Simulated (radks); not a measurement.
**Zn³⁺ in [Ar] 3d9: an all-electron calculation**

An exercise on one series of results from a longer session: the logs are not shown, and one member is left open.

Method: Dirac Kohn-Sham, PBE, spin-unpolarised, spherical densities, finite nucleus; open shells fill j = l - 1/2 first. Code: radks (a radial shooting solver on a logarithmic mesh, Libxc functionals) version 1.

## Starting point

- element: zinc (Z = 30)
- charge: +3
- electrons: 27
- configuration: [Ar] 3d9
- nuclear rms radius: 3.9283 fm

The first run:

The run's settings:

```text
Z 30
configuration [Ar] 3d9 4s0 4p0
relativity Dirac
functional pbe,pbe
spin unpolarised
j_filling energy
nucleus finite rms 3.9283 fm
c 137.035999084
```

One table of the session follows, with a row left open; its other results are not shown here.

It belongs to the step «Orbitals and density». Sizes of the orbitals, from the radial functions (bohr):

| level | <r> | outermost maximum (interpolated) | 90 % within | nodes |
| --- | --- | --- | --- | --- |
| 1s1/2 | ? | ? | ? | ? |
| 2s1/2 | 0.2260 | 0.189 | 0.350 | 1 |
| 2p1/2 | 0.1959 | 0.150 | 0.321 | 0 |
| 2p3/2 | 0.1993 | 0.153 | 0.326 | 0 |
| 3s1/2 | 0.6775 | 0.587 | 1.01 | 2 |
| 3p1/2 | 0.6995 | 0.586 | 1.08 | 1 |
| 3p3/2 | 0.7097 | 0.594 | 1.09 | 1 |
| 3d3/2 | 0.8175 | 0.558 | 1.39 | 0 |
| 3d5/2 | 0.8224 | 0.561 | 1.40 | 0 |
| 4s1/2 | 2.009 | 1.77 | 2.93 | 3 |
| 4p1/2 | 2.315 | 2.03 | 3.40 | 2 |
| 4p3/2 | 2.338 | 2.05 | 3.44 | 2 |

Q: Estimate the row for 1s1/2 from the others.

The run gave: <r>: 0.05031; outermost maximum (interpolated): 0.0329; 90 % within: 0.0899; nodes: 0. In the column «<r>» it is the lowest.

Limits of these values: Spin polarisation and multiplet splitting are left out.
